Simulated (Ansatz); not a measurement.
I need a check of PAW against all-electron LAPW of Cu, space group Cmcm. Use Ansatz 0.2.0 through its Python package. Settings (first run): PBEsol, PAW, the default cutoff (420 eV here), 12×12×11 k-points, Fermi-Dirac smearing of 0.15 eV.

```
Cu
1.0
     1.21846   -3.97638    0.00000
     1.21846    3.97638    0.00000
     0.00000    0.00000    2.47550
Cu
2
Direct
  0.13387 0.86613 0.25000
  0.86613 0.13387 0.75000
```

`paw_lapw.py`:
```python
import ansatz as az
import numpy as np


def count_gap(report):
    # lowest empty less highest filled band, counting bands; zero where they overlap
    return max(report.get("gap_by_band_count_ev") or 0.0, 0.0)


def main() -> None:
    lattice = az.Lattice.of(
        (1.218464, -3.976378, 0.0),
        (1.218464, 3.976378, 0.0),
        (0.0, 0.0, 2.475496),
    )
    sites = [
        ("Cu", (0.133867, 0.866133, 0.25)),
        ("Cu", (0.866133, 0.133867, 0.75)),
    ]
    cu = az.Crystal(lattice=lattice)
    for symbol, position in sites:
        cu = cu.atom(symbol, position)

    calculation = (
        cu.calculation()
        .functional("PBEsol")
        .kpoints(12, 12, 11)
        .occupations(az.OccupationsMethod.FERMI_DIRAC, width=0.15)
        .stress()
        .forces()
        .band_table()
    )
    variants = {
        "PAW": calculation.pseudopotentials("paw"),
        "LAPW": calculation.pseudopotentials("all_electron", lapw=True),
    }
    rows = []
    for label, variant in variants.items():
        summary = variant.run(threads=1).report
        levels = np.array(summary["eigenvalues_ev"][0]) - summary["fermi_energy_ev"]
        print(label, "levels at the first k-point near E_F:", np.round(levels[np.abs(levels) < 5], 3))
        rows.append((label, summary["n_electrons"], np.trace(summary["stress_gpa"]) / 3, count_gap(summary)))
    lines = [",".join(["treatment", "electrons in bands", "P GPa", "gap by band count eV"])] + [",".join(f"{v:.4f}" if isinstance(v, float) else str(v) for v in row) for row in rows]
    print("\n".join(lines))
    with open("paw_lapw.csv", "w") as handle:
        handle.write("\n".join(lines) + "\n")


if __name__ == "__main__":
    main()
```

`python paw_lapw.py` gives:
```text
DeckWarning: basis.ecutwfc = 420 eV, auto-derived from the records' recommended cutoffs: set by Cu (normal level)
PAW levels at the first k-point near E_F: [-4.96  -4.185 -3.699 -2.979 -2.713 -2.279 -1.966 -1.767 -1.626 -1.377
 -0.11   4.799]
LAPW levels at the first k-point near E_F: [-4.96  -4.186 -3.699 -2.977 -2.711 -2.279 -1.966 -1.767 -1.626 -1.375
 -0.109  4.798]
treatment,electrons in bands,P GPa,gap by band count eV
PAW,38.0000,-1.4206,0.0000
LAPW,38.0000,-1.4143,0.0000
```
(Warnings from the package without file and line.)

PAW gives -1.421 GPa and LAPW -1.414 GPa, 0.006 GPa apart. They took 5.8 and 55.4 s of processor time.

Caveats:
- No spin polarisation was allowed.
- The mesh is modest for a metal, so energies can be off by several to tens of meV an atom and pressures by half a GPa or more; differences at equal mesh fare better.
- A Fermi-Dirac width this large means warm electrons, whose thermal share enters the free energy.
- A gap by band count of zero or less means overlapping bands, a metal.
- This isn't the structure that Cu takes at ambient conditions.
- Levels are Kohn-Sham eigenvalues on this mesh.
- Pressure is positive in compression; the treatments may keep other shells as core, so totals and counts of electrons can differ.
- Wall time of the script: 64 s on 1 thread of Intel(R) Xeon(R) Processor @ 2.30GHz, on a shared host, peak memory 1 GiB.
